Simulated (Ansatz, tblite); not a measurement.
# The cluster H2Au3+: a ladder of methods and basis sets

How do method and basis change the picture of the cluster H2Au3+ (singlet)?

The runs use Ansatz 0.2.0, Gaussian basis; as each input shows.

Levels to be run: GFN1-xTB, GFN2-xTB, PBE-D4/def2-TZVP, r2SCAN-D4/def2-TZVP, LC-ωPBE/def2-TZVP, B3LYP-D4/def2-TZVP, CAM-B3LYP-D4/def2-TZVP, LDA/def2-TZVP, BHLYP-D4/def2-TZVP, PBE-D4/def2-SVP, PBE0-D4/def2-SVP, CCSD(T)/def2-TZVP, RPA/def2-TZVP.

## Step 1: The geometry

The geometry is that of the singlet, from an earlier relaxation (PBE-D4/def2-TZVP). At that level it is the lowest of the isomers that a small search found.

5 atoms, charge 1, spin multiplicity 1.

Bond lengths: Au1–Au2 2.650 Å, Au1–Au3 2.650 Å, Au1–H4 1.803 Å, Au1–H5 1.804 Å, Au2–H4 1.648 Å, Au3–H5 1.648 Å. Angles: Au2–Au1–Au3 166.7°, Au2–Au1–H4 37.7°, Au2–Au1–H5 150.0°, Au3–Au1–H4 150.0°, Au3–Au1–H5 37.8°, H4–Au1–H5 142.1°, Au1–Au2–H4 42.0°, Au1–Au3–H5 42.1°, Au1–H4–Au2 100.2°, Au1–H5–Au3 100.2°.

Au takes a core potential in the def2 sets. No spin-orbit coupling is included. The ion is computed in the gas phase, without counter-ions or solvent.

PBE0-D4/def2-TZVP was run before; its log isn't repeated, and its numbers join the tables.

## Step 2: GFN1-xTB

Tight binding, by tblite at 300 K electronic temperature and without a spin-polarisation term:

```python
tblite.interface.Calculator('GFN1-xTB', numbers, positions, charge=1, uhf=0).singlepoint()
```

Energy -337.4475 eV, HOMO -16.91 eV, LUMO -15.30 eV; 0.009 s.

## Step 3: GFN2-xTB

Tight binding, by tblite at 300 K electronic temperature and without a spin-polarisation term:

```python
tblite.interface.Calculator('GFN2-xTB', numbers, positions, charge=1, uhf=0).singlepoint()
```

Energy -332.9087 eV, HOMO -15.64 eV, LUMO -10.84 eV; 0.007 s.

## Step 4: PBE-D4/def2-TZVP

start.molden holds the orbitals of an earlier run on this state, given as this run's starting guess.

Input file in.yaml:

```yaml
crystal:
  periodic: [false, false, false]
  atoms:
    - {symbol: Au, position_ang: [-0.107643, 0.026423, -0.012072]}
    - {symbol: Au, position_ang: [-0.994069, -1.340601, 2.077863]}
    - {symbol: Au, position_ang: [0.187086, 1.539579, -2.167100]}
    - {symbol: H, position_ang: [0.226887, -0.289236, 1.731611]}
    - {symbol: H, position_ang: [0.687729, 0.063825, -1.630292]}
basis:
  gaussian: {orbitals: def2-TZVP, initial_orbitals: start.molden}
total_charge: 1
hamiltonian: {xc: pbe, dispersion: d4}
scf: {omitted_lower_state_checks: [starts]}
output: {orbitals: {seedname: orbitals}}
```

The run is started by

```sh
> ansatz run in.yaml --threads 2 --pin off --events-out ev --progress --plain --max-ram 4352MiB
```

After this run come: r2SCAN-D4/def2-TZVP; LC-ωPBE/def2-TZVP; B3LYP-D4/def2-TZVP; CAM-B3LYP-D4/def2-TZVP; LDA/def2-TZVP; BHLYP-D4/def2-TZVP; PBE-D4/def2-SVP; PBE0-D4/def2-SVP; CCSD(T)/def2-TZVP; RPA/def2-TZVP.

Q: Predict the results of all the runs planned. Wanted: gap in def2-TZVP, named functionals, smallest and largest; correlation energy, CCSD(T)/def2-TZVP; PBE0 total energy, smallest basis above largest.

As calculated:

```
                                                 quantity                             value
gap in def2-TZVP, named functionals, smallest and largest  2.82 eV (LDA), 9.73 eV (LC-ωPBE)
                    correlation energy, CCSD(T)/def2-TZVP                         -33.31 eV
          PBE0 total energy, smallest basis above largest     0.70 eV (def2-SVP, def2-TZVP)
```

What this shows: Orbital gaps of the named functionals in def2-TZVP span 2.82 eV (LDA) to 9.73 eV (LC-ωPBE); exact exchange widens it.
